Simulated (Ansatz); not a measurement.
# C₃H₆Si: a ladder of functionals and wavefunction methods

Aim: compute C₃H₆Si with functionals from several rungs and with coupled cluster. The yardstick is the atomisation energy at the CCSD(T) limit.

Computed with Ansatz 0.2.0, Gaussian basis. Level: functionals in def2-TZVPP, the program's frozen cores in correlated methods.

The runs, in order: LDA (SPW92), PBE-D4, revPBE-D4, BLYP-D4, r2SCAN-D4, B97M-V, PBE0-D4, B3LYP-D4, r2SCANh-D4, r2SCAN0-D4, HSE06-D4, BHLYP-D4, CAM-B3LYP-D4, LC-ωPBE, ωB97X-V, ωB97M-V, B2PLYP, PBE-QIDH; CCSD(T)/def2-SVP; CCSD(T)/def2-TZVPP; MP2/def2-QZVPP; extrapolation to the limit; RPA on PBE.

## (1) The geometry

An earlier PBE0-D4 in a triple-zeta def2 set relaxation fixed the geometry.

SMILES `[SiH3]C1=CC1`, 10 atoms, charge 0, spin multiplicity 1.

Atoms are counted from 1 here; the program's logs count them from 0.

Bond lengths: Si1–C2 1.833 Å, Si1–H5 1.485 Å, Si1–H6 1.486 Å, Si1–H7 1.486 Å, C2–C3 1.296 Å, C2–C4 1.523 Å, C3–C4 1.479 Å, C3–H8 1.078 Å, C4–H9 1.090 Å, C4–H10 1.090 Å. Angles: C2–Si1–H5 110.5°, C2–Si1–H6 109.3°, C2–Si1–H7 109.3°, H5–Si1–H6 109.6°, H5–Si1–H7 109.6°, H6–Si1–H7 108.6°, Si1–C2–C3 152.3°, Si1–C2–C4 145.0°, C3–C2–C4 62.7°, C2–C3–C4 66.2°, C2–C3–H8 147.8°, C4–C3–H8 146.0°, C2–C4–C3 51.1°, C2–C4–H9 119.0°, C2–C4–H10 119.0°, C3–C4–H9 119.9°, C3–C4–H10 119.9°, H9–C4–H10 113.9°.

## (2) LDA

This LDA is Slater exchange with PW92 correlation.

File in.yaml:

```yaml
crystal:
  periodic: [false, false, false]
  atoms:
    - {symbol: Si, position_ang: [-0.976381, 0.983637, -0.918358]}
    - {symbol: C, position_ang: [0.023983, -0.235175, 0.016319]}
    - {symbol: C, position_ang: [0.356269, -1.448448, 0.329252]}
    - {symbol: C, position_ang: [1.132104, -0.413561, 1.046172]}
    - {symbol: H, position_ang: [-1.944557, 0.290226, -1.805775]}
    - {symbol: H, position_ang: [-1.710982, 1.852497, 0.037506]}
    - {symbol: H, position_ang: [-0.074170, 1.835967, -1.735593]}
    - {symbol: H, position_ang: [0.195984, -2.504021, 0.184017]}
    - {symbol: H, position_ang: [0.918652, -0.203767, 2.094080]}
    - {symbol: H, position_ang: [2.162199, -0.208553, 0.755380]}
basis:
  gaussian: {orbitals: def2-TZVPP}
hamiltonian: {xc: lda}
output: {orbitals: {seedname: orbitals}}
```

The run is started by

```
$ ansatz run in.yaml --threads 2 --pin off --events-out ev --progress --plain --max-ram 4352MiB
```

The runs that follow: PBE-D4 (GGA); revPBE-D4 (GGA); BLYP-D4 (GGA); r2SCAN-D4 (meta-GGA); B97M-V (meta-GGA); B3LYP-D4 (hybrid); r2SCANh-D4 (hybrid); r2SCAN0-D4 (hybrid); HSE06-D4 (hybrid); BHLYP-D4 (hybrid); CAM-B3LYP-D4 (range-separated); LC-ωPBE (range-separated); ωB97X-V (range-separated); ωB97M-V (range-separated); B2PLYP (double hybrid); PBE-QIDH (double hybrid); CCSD(T) in def2-SVP; CCSD(T) in def2-TZVPP; MP2 in def2-QZVPP; RPA on PBE orbitals.

**Question.** What will the summary of the whole plan be? Wanted: atomisation energy, CCSD(T)/CBS; farthest beyond LDA; mean size of error, GGA; mean size of error, meta-GGA; mean size of error, hybrid; mean size of error, range-separated; mean size of error, double hybrid; gap, smallest and largest; T1 diagnostic.

As calculated:

| quantity | value |
| --- | --- |
| atomisation energy, CCSD(T)/CBS | 896.6 kcal/mol |
| functionals within 4.5 kcal/mol (0.5 %) | revPBE-D4, BLYP-D4, r2SCAN-D4, B3LYP-D4, r2SCANh-D4, CAM-B3LYP-D4, LC-ωPBE, ωB97M-V, PBE-QIDH |
| farthest beyond LDA | BHLYP-D4 (-20.3 kcal/mol) |
| mean size of error, GGA | 7.1 kcal/mol |
| mean size of error, meta-GGA | 5.0 kcal/mol |
| mean size of error, hybrid | 7.1 kcal/mol |
| mean size of error, range-separated | 3.4 kcal/mol |
| mean size of error, double hybrid | 3.7 kcal/mol |
| gap, smallest and largest | 4.51 eV (LDA (SPW92)), 11.76 eV (LC-ωPBE) |
| T1 diagnostic | 0.0109 |
| triples share of the correlation energy | 4.4 % |

In words: LDA overbinds by 123.6 kcal/mol (14 %). PBE-D4 misses by +19.3 kcal/mol. Double hybrids carry the basis error of their MP2 part in triple zeta, and no dispersion term here, so their miss is partly the set-up's. The rungs range-separated, double hybrid miss on average by less than the doubt on the reference (4.5 kcal/mol), so they tie. The reference freezes the cores and leaves out relativity and excitations past (T), so misses under about 4.5 kcal/mol can't be ranked. Hartree-Fock recovers 74 % of the binding; the rest is correlation. CCSD(T) in def2-SVP is off by -39.7 kcal/mol, which most functionals beat. The gap grows from 4.5 to 11.8 eV across the functionals, mostly with the share of exact exchange.
